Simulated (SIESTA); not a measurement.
The system is GaGe.

```xyz
2
Lattice="0.0000 2.8978 2.8978 2.8978 0.0000 2.8978 2.8978 2.8978 0.0000" Properties=species:S:1:pos:R:3 pbc="T T T"
Ge    0.0000    0.0000    0.0000
Ga    1.4489    1.4489    1.4489
```

The cell comes from a database or a generator and needn't be the stable form of this composition.

Base run:

```yaml
Program: SIESTA 5.4.2
Functional: vdW-DF2
Potentials_or_basis: PseudoDojo 0.4 standard (PBE files)
Basis: DZP (energy shift 0.003 Ry; two zetas on semicore shells)
Grid_cutoff: 800 Ry
Energy_shift: 0.003 Ry
k_mesh: 8 × 8 × 8
Occupations: fermi-dirac, width 0.05 eV
Spin: no spin polarisation
```

Its results: band gap on the k mesh none (metal or under the smearing width); pressure 5.6 GPa.

Task: After a change of settings the same cell gave: band gap on the k mesh none (metal or under the smearing width); pressure 1.0 GPa. Which change was it?
A. functional from vdW-DF2 to vdW-DF-cx
B. functional from vdW-DF2 to optB88-vdW
C. functional from vdW-DF2 to vdW-DF
D. functional from vdW-DF2 to vdW-DF-C09

Result: B.

Caveats: the potentials were made for another functional, which shifts forces and pressure; the basis of atomic orbitals isn't converged, which shifts pressures, moduli and gaps.

Runs at the PBE level aren't shown here.
